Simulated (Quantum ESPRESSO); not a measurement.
# AgRh (P-6m2) in Quantum ESPRESSO: equation of state

How stiff is AgRh in PBE, and what volume does it want? The cell is scaled to several volumes.

Program: Quantum ESPRESSO 7.5. These are calculated values, not measurements. Logs are shortened: lines on timing, memory, paths and dates and some standing lists are left out, and cuts for length are marked.

## Step 1: The structure

It takes space group P-6m2 (No. 187, hexagonal). The conventional cell has a = 2.778 Å, b = 2.778 Å, c = 4.809 Å, α = 90.00°, β = 90.00°, γ = 120.00°. Around Ag (site symmetry -6m2) lie 6 Ag at 2.78 Å and 6 Rh at 2.89 Å. Rh (site symmetry -6m2) is surrounded by 6 Rh at 2.78 Å and 6 Ag at 2.89 Å.

The cell comes from a database or a generator and needn't be the stable form of this composition.

## Step 2: Single point, PBE, 15.10 Å³/atom

File pw.in:

```
&CONTROL
  calculation = 'scf'
  prefix = 'pwscf'
  outdir = './tmp'
  pseudo_dir = './pseudo'
  tprnfor = .true.
  tstress = .true.
  disk_io = 'nowf'
/
&SYSTEM
  ibrav = 0
  nat = 2
  ntyp = 2
  ecutwfc = 60
  nbnd = 26
  occupations = 'smearing'
  smearing = 'fd'
  degauss = 0.00367493
/
&ELECTRONS
  conv_thr = 4d-10
  electron_maxstep = 120
  mixing_beta = 0.5
/
ATOMIC_SPECIES
Ag   107.8682 Ag_ONCV_PBE-1.0.oncvpsp.upf
Rh   102.9055 Rh_ONCV_PBE-1.0.oncvpsp.upf
CELL_PARAMETERS angstrom
   2.7208868163    0.0000000000    0.0000000000
  -1.3604434081    2.3563571037    0.0000000000
   0.0000000000    0.0000000000    4.7104397215
ATOMIC_POSITIONS crystal
Ag     0.0000000000    0.0000000000    0.5000000000
Rh     0.6666666667    0.3333333333    0.0000000000
K_POINTS automatic
11 11 6 0 0 0
```

Potentials or basis: SSSP 1.3 efficiency PBE.

The run is started by

```bash
$ OMP_NUM_THREADS=1 mpirun -n 2 pw.x -nk 2 -in pw.in > pw.out
```

pw.out:

```text
This program is part of the open-source Quantum ESPRESSO suite
     for quantum simulation of materials; please cite
[... 13 lines left out ...]
     --------------------
     sticks:   dense  smooth     PW     G-vecs:    dense   smooth      PW
     Sum         433     433    139                12775    12775    2167

     Using Slab Decomposition

     bravais-lattice index     =            0
     lattice parameter (alat)  =       5.1417  a.u.
     unit-cell volume          =     203.8026 (a.u.)^3
     number of atoms/cell      =            2
     number of atomic types    =            2
     number of electrons       =        36.00
     number of Kohn-Sham states=           26
     kinetic-energy cutoff     =      60.0000  Ry
     charge density cutoff     =     240.0000  Ry
     scf convergence threshold =      4.0E-10
     mixing beta               =       0.5000
     number of iterations used =            8  plain     mixing
     Exchange-correlation= PBE
                           (   1   4   3   4   0   0   0)

     celldm(1)=   5.141731  celldm(2)=   0.000000  celldm(3)=   0.000000
     celldm(4)=   0.000000  celldm(5)=   0.000000  celldm(6)=   0.000000

     crystal axes: (cart. coord. in units of alat)
               a(1) = (   1.000000   0.000000   0.000000 )
               a(2) = (  -0.500000   0.866025   0.000000 )
               a(3) = (   0.000000   0.000000   1.731215 )

     reciprocal axes: (cart. coord. in units 2 pi/alat)
               b(1) = (  1.000000  0.577350 -0.000000 )
               b(2) = (  0.000000  1.154701  0.000000 )
               b(3) = (  0.000000 -0.000000  0.577629 )

     PseudoPot. # 1 for Ag read from file:
     Ag_ONCV_PBE-1.0.oncvpsp.upf
     Pseudo is Norm-conserving, Zval = 19.0
     Generated using ONCVPSP code by D. R. Hamann
     Using radial grid of 1398 points,  6 beta functions with:
                l(1) =   0
                l(2) =   0
                l(3) =   1
                l(4) =   1
                l(5) =   2
                l(6) =   2

     PseudoPot. # 2 for Rh read from file:
     Rh_ONCV_PBE-1.0.oncvpsp.upf
     Pseudo is Norm-conserving, Zval = 17.0
     Generated using ONCVPSP code by D. R. Hamann
     Using radial grid of 1442 points,  6 beta functions with:
                l(1) =   0
                l(2) =   0
                l(3) =   1
                l(4) =   1
                l(5) =   2
                l(6) =   2

     atomic species   valence    mass     pseudopotential
     Ag               19.00   107.86820     Ag( 1.00)
     Rh               17.00   102.90550     Rh( 1.00)

     12 Sym. Ops. (no inversion) found

   Cartesian axes

     site n.     atom                  positions (alat units)
         1        Ag     tau(   1) = (   0.0000000   0.0000000   0.8656074  )
         2        Rh     tau(   2) = (   0.5000000   0.2886751   0.0000000  )

     number of k points=    64  Fermi-Dirac smearing, width (Ry)=  0.0037
                       cart. coord. in units 2pi/alat
        k(    1) = (   0.0000000   0.0000000   0.0000000), wk =   0.0027548
        k(    2) = (   0.0000000   0.0000000   0.0962715), wk =   0.0055096
        k(    3) = (   0.0000000   0.0000000   0.1925430), wk =   0.0055096
        k(    4) = (   0.0000000   0.0000000  -0.2888145), wk =   0.0027548
        k(    5) = (   0.0000000   0.1049728   0.0000000), wk =   0.0165289
        k(    6) = (   0.0000000   0.1049728   0.0962715), wk =   0.0330579
[... 56 lines left out ...]
        k(   63) = (   0.2727273   0.5773503   0.1925430), wk =   0.0330579
        k(   64) = (   0.2727273   0.5773503  -0.2888145), wk =   0.0165289

     Dense  grid:    12775 G-vectors     FFT dimensions: (  25,  25,  45)

     Initial potential from superposition of free atoms

     starting charge      35.9993, renormalised to      36.0000
     Starting wfcs are   20 randomized atomic wfcs +    6 random wfcs

     Self-consistent Calculation

     iteration #  1     ecut=    60.00 Ry     beta= 0.50
     Davidson diagonalization with overlap
     ethr =  1.00E-02,  avg # of iterations =  4.0

     Threshold (ethr) on eigenvalues was too large:
     Diagonalizing with lowered threshold

     Davidson diagonalization with overlap
     ethr =  2.04E-04,  avg # of iterations =  1.8

     total energy              =    -504.18498525 Ry
     estimated scf accuracy    <       0.07305483 Ry

     iteration #  2     ecut=    60.00 Ry     beta= 0.50
     Davidson diagonalization with overlap
     ethr =  2.03E-04,  avg # of iterations =  2.2

     total energy              =    -504.19211179 Ry
     estimated scf accuracy    <       0.15151655 Ry

     iteration #  3     ecut=    60.00 Ry     beta= 0.50
     Davidson diagonalization with overlap
     ethr =  2.03E-04,  avg # of iterations =  1.9

     total energy              =    -504.21590161 Ry
     estimated scf accuracy    <       0.00118682 Ry

     iteration #  4     ecut=    60.00 Ry     beta= 0.50
     Davidson diagonalization with overlap
     ethr =  3.30E-06,  avg # of iterations =  2.5

     total energy              =    -504.21610063 Ry
     estimated scf accuracy    <       0.00008898 Ry

     iteration #  5     ecut=    60.00 Ry     beta= 0.50
     Davidson diagonalization with overlap
     ethr =  2.47E-07,  avg # of iterations =  2.0

     total energy              =    -504.21610867 Ry
     estimated scf accuracy    <       0.00000643 Ry

     iteration #  6     ecut=    60.00 Ry     beta= 0.50
     Davidson diagonalization with overlap
     ethr =  1.79E-08,  avg # of iterations =  2.0

     total energy              =    -504.21610965 Ry
     estimated scf accuracy    <       0.00000057 Ry

     iteration #  7     ecut=    60.00 Ry     beta= 0.50
     Davidson diagonalization with overlap
     ethr =  1.57E-09,  avg # of iterations =  1.3

     total energy              =    -504.21610974 Ry
     estimated scf accuracy    <       0.00000005 Ry

     iteration #  8     ecut=    60.00 Ry     beta= 0.50
     Davidson diagonalization with overlap
     ethr =  1.32E-10,  avg # of iterations =  1.0

     total energy              =    -504.21610975 Ry
     estimated scf accuracy    <          4.2E-09 Ry

     iteration #  9     ecut=    60.00 Ry     beta= 0.50
     Davidson diagonalization with overlap
     ethr =  1.16E-11,  avg # of iterations =  1.5

     End of self-consistent calculation

          k = 0.0000 0.0000 0.0000 (  1605 PWs)   bands (ev):

   -71.4610 -57.7159 -34.9166 -34.8030 -34.8030 -25.4426 -25.3765 -25.3765
    12.7778  14.2340  15.8524  15.8524  16.8364  17.1366  17.1366  18.3909
    18.3909  20.4152  20.4774  20.4774  26.1535  37.4409  38.1037  39.7373
    42.5829  42.5829

          k = 0.0000 0.0000 0.0963 (  1606 PWs)   bands (ev):

   -71.4610 -57.7159 -34.9161 -34.8030 -34.8030 -25.4437 -25.3765 -25.3765
    12.9770  14.2941  15.8416  15.8416  16.7533  17.1106  17.1106  18.4468
    18.4468  19.5265  20.4696  20.4696  27.4180  36.7848  38.3076  39.3843
    42.2577  42.2577

          k = 0.0000 0.0000 0.1925 (  1600 PWs)   bands (ev):

   -71.4610 -57.7160 -34.9152 -34.8030 -34.8030 -25.4459 -25.3765 -25.3765
    13.4415  14.5163  15.8216  15.8216  16.4457  17.0586  17.0586  18.1594
    18.5621  18.5621  20.4486  20.4486  30.0143  35.4597  37.8959  38.6493
    42.0138  42.0138

          k = 0.0000 0.0000-0.2888 (  1630 PWs)   bands (ev):

   -71.4610 -57.7160 -34.9148 -34.8030 -34.8030 -25.4471 -25.3765 -25.3765
    13.6942  14.8432  15.8124  15.8124  16.0123  17.0326  17.0326  17.6275
    18.6217  18.6217  20.4349  20.4349  32.4453  33.4964  37.6909  38.2104
    42.0670  42.0670

          k = 0.0000 0.1050 0.0000 (  1607 PWs)   bands (ev):

   -71.4588 -57.7108 -34.9140 -34.8227 -34.8079 -25.4374 -25.4165 -25.3860
    13.0517  14.3996  15.7379  16.0075  16.8625  16.9997  17.0820  18.2643
    18.5940  19.3603  20.4600  21.9089  26.1684  37.4198  38.4732  39.3427
    40.9240  41.4823

          k = 0.0000 0.1050 0.0963 (  1604 PWs)   bands (ev):

   -71.4588 -57.7109 -34.9136 -34.8227 -34.8079 -25.4384 -25.4165 -25.3861
    13.2452  14.4618  15.7339  15.9960  16.8022  16.8981  17.0713  18.3125
    18.6391  19.1118  20.4434  21.2163  27.5295  36.9804  38.4063  39.1981
    40.7361  40.9864

          k = 0.0000 0.1050 0.1925 (  1604 PWs)   bands (ev):

   -71.4588 -57.7109 -34.9128 -34.8227 -34.8079 -25.4404 -25.4165 -25.3861
    13.6967  14.6907  15.7249  15.9753  16.4884  16.6945  17.0458  18.2304
    18.6467  18.7376  20.4032  20.5785  30.1878  35.7198  37.9796  38.5142
    40.5255  41.2648

          k = 0.0000 0.1050-0.2888 (  1598 PWs)   bands (ev):

   -71.4588 -57.7109 -34.9124 -34.8227 -34.8079 -25.4414 -25.4165 -25.3861
    13.9406  15.0499  15.6955  15.9660  15.9951  16.6393  17.0313  17.9826
    18.6403  18.7915  20.3791  20.4174  32.7082  33.6356  37.8768  38.0397
    40.6574  41.6298

          k = 0.0000 0.2099 0.0000 (  1615 PWs)   bands (ev):

   -71.4530 -57.6972 -34.9071 -34.8754 -34.8210 -25.5231 -25.4234 -25.4117
    13.7765  14.7502  15.5971  16.2180  16.4417  16.9389  17.3001  18.1700
    18.6107  19.1696  20.4125  23.6499  26.2469  35.3255  38.6276  39.1470
    39.1610  39.6278

          k = 0.0000 0.2099 0.0963 (  1607 PWs)   bands (ev):

   -71.4530 -57.6972 -34.9068 -34.8754 -34.8210 -25.5230 -25.4241 -25.4117
    13.9325  14.8138  15.6001  16.1747  16.4275  16.9589  17.1470  18.1530
    18.6899  19.1951  20.3735  22.4353  27.9071  35.4628  38.2833  38.7002
    38.8833  39.9857
[... 332 lines left out ...]
   -71.4320 -57.6477 -35.0039 -34.9286 -34.8821 -25.7790 -25.6271 -25.3724
    14.9354  15.2041  15.6705  15.7949  16.1875  17.6453  18.2449  19.0079
    19.2720  19.8839  23.5428  27.2546  28.4536  28.9954  31.9636  33.4234
    34.2396  37.1696

          k = 0.2727 0.4724 0.1925 (  1594 PWs)   bands (ev):

   -71.4320 -57.6476 -35.0041 -34.9287 -34.8823 -25.7787 -25.6270 -25.3720
    14.9119  15.2445  15.5968  15.8772  16.1695  17.5519  18.5379  18.6154
    19.2232  20.2380  23.7629  26.0099  29.1775  29.2665  31.7045  31.9516
    35.3175  38.4366

          k = 0.2727 0.4724-0.2888 (  1594 PWs)   bands (ev):

   -71.4320 -57.6476 -35.0041 -34.9287 -34.8824 -25.7785 -25.6270 -25.3718
    14.9099  15.1894  15.6861  15.9069  16.1215  17.5784  18.3283  18.6263
    19.2788  20.4514  23.9057  25.3583  29.7264  29.9175  30.8611  31.1495
    37.1251  37.6181

          k = 0.2727 0.5774 0.0000 (  1588 PWs)   bands (ev):

   -71.4306 -57.6443 -34.9978 -34.9506 -34.8804 -25.7668 -25.6715 -25.3692
    14.9678  15.1934  15.7707  15.8601  16.0399  17.8804  18.1007  19.1821
    19.4130  19.7563  25.0512  25.7770  27.6340  31.6911  31.9135  33.4654
    33.6059  35.0635

          k = 0.2727 0.5774 0.0963 (  1591 PWs)   bands (ev):

   -71.4306 -57.6443 -34.9979 -34.9507 -34.8805 -25.7667 -25.6714 -25.3689
    14.9876  15.2616  15.6266  15.8731  16.0756  17.7440  18.3215  19.0254
    19.3017  19.9095  25.2845  25.8325  27.8638  30.6471  30.7555  33.0385
    35.0582  35.1826

          k = 0.2727 0.5774 0.1925 (  1587 PWs)   bands (ev):

   -71.4306 -57.6443 -34.9980 -34.9507 -34.8807 -25.7664 -25.6713 -25.3684
    15.0139  15.3779  15.5415  15.7613  16.1463  17.6710  18.5081  18.6436
    19.2156  20.2198  25.4943  26.2983  28.3751  29.3108  29.6754  31.5905
    36.9506  37.2691

          k = 0.2727 0.5774-0.2888 (  1588 PWs)   bands (ev):

   -71.4306 -57.6443 -34.9981 -34.9508 -34.8808 -25.7662 -25.6712 -25.3681
    15.0284  15.3401  15.6646  15.6729  16.1619  17.6994  18.2314  18.7640
    19.1631  20.3827  25.4598  26.9919  27.9153  29.1622  29.5997  30.6625
    38.1164  38.6297

     the Fermi energy is    20.3346 ev

!    total energy              =    -504.21610975 Ry
     estimated scf accuracy    <          4.9E-11 Ry
     smearing contrib. (-TS)   =      -0.00178327 Ry
     internal energy E=F+TS    =    -504.21432648 Ry

     The total energy is F=E-TS. E is the sum of the following terms:
     one-electron contribution =    -151.92788112 Ry
     hartree contribution      =      97.73272412 Ry
     xc contribution           =     -49.11460808 Ry
     ewald contribution        =    -400.90456140 Ry

     convergence has been achieved in   9 iterations

     Forces acting on atoms (cartesian axes, Ry/au):

     atom    1 type  1   force =     0.00000000    0.00000000    0.00000000
     atom    2 type  2   force =     0.00000000    0.00000000    0.00000000

     Total force =     0.000000     Total SCF correction =     0.000000

     Computing stress (Cartesian axis) and pressure

          total   stress  (Ry/bohr**3)                   (kbar)     P=       79.29
   0.00060175  -0.00000000   0.00000000           88.52       -0.00        0.00
  -0.00000000   0.00060175   0.00000000           -0.00       88.52        0.00
   0.00000000   0.00000000   0.00041359            0.00        0.00       60.84

=------------------------------------------------------------------------------=
   JOB DONE.
=------------------------------------------------------------------------------=
```

Wall time 33 s (2 MPI ranks of AMD EPYC, shared host); peak memory 0.14 GiB.

Results:

```
Free energy            : -6860.2097 eV
Pressure               : 7.9 GPa
Band gap on the k mesh : none (metal or under the smearing width)
```

## Step 3: Single point, PBE, 15.42 Å³/atom

Edit pw.in of step 2 so:

```diff
@@ -28,5 +28,5 @@
 CELL_PARAMETERS angstrom
-   2.7208868163    0.0000000000    0.0000000000
-  -1.3604434081    2.3563571037    0.0000000000
-   0.0000000000    0.0000000000    4.7104397215
+   2.7400486223    0.0000000000    0.0000000000
+  -1.3700243112    2.3729517146    0.0000000000
+   0.0000000000    0.0000000000    4.7436129252
 ATOMIC_POSITIONS crystal
```

Potentials or basis: SSSP 1.3 efficiency PBE.

The run is started by

```bash
$ OMP_NUM_THREADS=1 mpirun -n 2 pw.x -nk 2 -in pw.in > pw.out
```

Run time: 31 s. Hardware: 2 MPI ranks of AMD EPYC, shared host; peak memory 0.14 GiB.

The run converged. Its results:

| Quantity | Value |
| --- | --- |
| Free energy | -6860.2345 eV |
| Pressure | 3.9 GPa |
| Band gap on the k mesh | none (metal or under the smearing width) |

## Step 4: Single point, PBE, 15.74 Å³/atom

Edit pw.in of step 3 so:

```diff
@@ -28,5 +28,5 @@
 CELL_PARAMETERS angstrom
-   2.7400486223    0.0000000000    0.0000000000
-  -1.3700243112    2.3729517146    0.0000000000
-   0.0000000000    0.0000000000    4.7436129252
+   2.7589461066    0.0000000000    0.0000000000
+  -1.3794730533    2.3893174160    0.0000000000
+   0.0000000000    0.0000000000    4.7763285309
 ATOMIC_POSITIONS crystal
```

The run is started by

```bash
$ OMP_NUM_THREADS=1 mpirun -n 2 pw.x -nk 2 -in pw.in > pw.out
```

Wall time 42 s (2 MPI ranks of AMD EPYC, shared host); peak memory 0.14 GiB.

Results (log left out):

```
Free energy            : -6860.2441 eV
Pressure               : 0.4 GPa
Band gap on the k mesh : none (metal or under the smearing width)
```

## Step 5: Single point, PBE, 16.06 Å³/atom

Edit pw.in of step 4 so:

```diff
@@ -28,5 +28,5 @@
 CELL_PARAMETERS angstrom
-   2.7589461066    0.0000000000    0.0000000000
-  -1.3794730533    2.3893174160    0.0000000000
-   0.0000000000    0.0000000000    4.7763285309
+   2.7775881998    0.0000000000    0.0000000000
+  -1.3887940999    2.4054619423    0.0000000000
+   0.0000000000    0.0000000000    4.8086020000
 ATOMIC_POSITIONS crystal
```

The run is started by

```bash
$ OMP_NUM_THREADS=1 mpirun -n 2 pw.x -nk 2 -in pw.in > pw.out
```

It took 35 s on 2 MPI ranks of AMD EPYC, shared host; peak memory 0.14 GiB.

It converged, with:

```
Free energy            : -6860.2404 eV
Pressure               : -2.7 GPa
Band gap on the k mesh : none (metal or under the smearing width)
```

## Step 6: Single point, PBE, 16.39 Å³/atom

Edit pw.in of step 5 so:

```diff
@@ -28,5 +28,5 @@
 CELL_PARAMETERS angstrom
-   2.7775881998    0.0000000000    0.0000000000
-  -1.3887940999    2.4054619423    0.0000000000
-   0.0000000000    0.0000000000    4.8086020000
+   2.7959833597    0.0000000000    0.0000000000
+  -1.3979916799    2.4213926181    0.0000000000
+   0.0000000000    0.0000000000    4.8404479744
 ATOMIC_POSITIONS crystal
```

Potentials or basis: SSSP 1.3 efficiency PBE.

The run is started by

```bash
$ OMP_NUM_THREADS=1 mpirun -n 2 pw.x -nk 2 -in pw.in > pw.out
```

Run time: 43 s. Hardware: 2 MPI ranks of AMD EPYC, shared host; peak memory 0.14 GiB.

The run converged. Its results:

```yaml
Free_energy: -6860.2251 eV
Pressure: -5.4 GPa
Band_gap_on_the_k_mesh: none (metal or under the smearing width)
```

## Step 7: Single point, PBE, 16.71 Å³/atom

Edit pw.in of step 6 so:

```diff
@@ -28,5 +28,5 @@
 CELL_PARAMETERS angstrom
-   2.7959833597    0.0000000000    0.0000000000
-  -1.3979916799    2.4213926181    0.0000000000
-   0.0000000000    0.0000000000    4.8404479744
+   2.8141396046    0.0000000000    0.0000000000
+  -1.4070698023    2.4371163874    0.0000000000
+   0.0000000000    0.0000000000    4.8718803355
 ATOMIC_POSITIONS crystal
```

The run is started by

```bash
$ OMP_NUM_THREADS=1 mpirun -n 2 pw.x -nk 2 -in pw.in > pw.out
```

It took 49 s on 2 MPI ranks of AMD EPYC, shared host; peak memory 0.14 GiB.

It converged, with:

```
Free energy            : -6860.1996 eV
Pressure               : -7.8 GPa
Band gap on the k mesh : none (metal or under the smearing width)
```

## Step 8: Single point, PBE, 17.03 Å³/atom

Edit pw.in of step 7 so:

```diff
@@ -28,5 +28,5 @@
 CELL_PARAMETERS angstrom
-   2.8141396046    0.0000000000    0.0000000000
-  -1.4070698023    2.4371163874    0.0000000000
-   0.0000000000    0.0000000000    4.8718803355
+   2.8320645439    0.0000000000    0.0000000000
+  -1.4160322720    2.4526398402    0.0000000000
+   0.0000000000    0.0000000000    4.9029122571
 ATOMIC_POSITIONS crystal
```

The run is started by

```bash
$ OMP_NUM_THREADS=1 mpirun -n 2 pw.x -nk 2 -in pw.in > pw.out
```

Wall time 44 s (2 MPI ranks of AMD EPYC, shared host); peak memory 0.14 GiB.

Results (log left out):

```yaml
Free_energy: -6860.1651 eV
Pressure: -9.9 GPa
Band_gap_on_the_k_mesh: none (metal or under the smearing width)
```

## Step 9: Equation of state, PBE

Potentials or basis: SSSP 1.3 efficiency PBE.

No new run: the results of the series are fitted here.

Results:

- Equilibrium volume: 15.81 Å³/atom
- Bulk modulus at fixed shape and positions: 159 GPa
- Pressure derivative of the bulk modulus: 5.5

Energy against volume, from the lowest point:
```csv
volume (Å³/atom),energy (meV/atom)
15.100,17.23
15.421,4.83
15.743,0.00
16.064,1.84
16.385,9.50
16.707,22.25
17.028,39.48
```

Caveat: the cell was scaled at fixed shape and fractional positions, which overstates the stiffness of a crystal with free parameters, most of all of layers and chains.
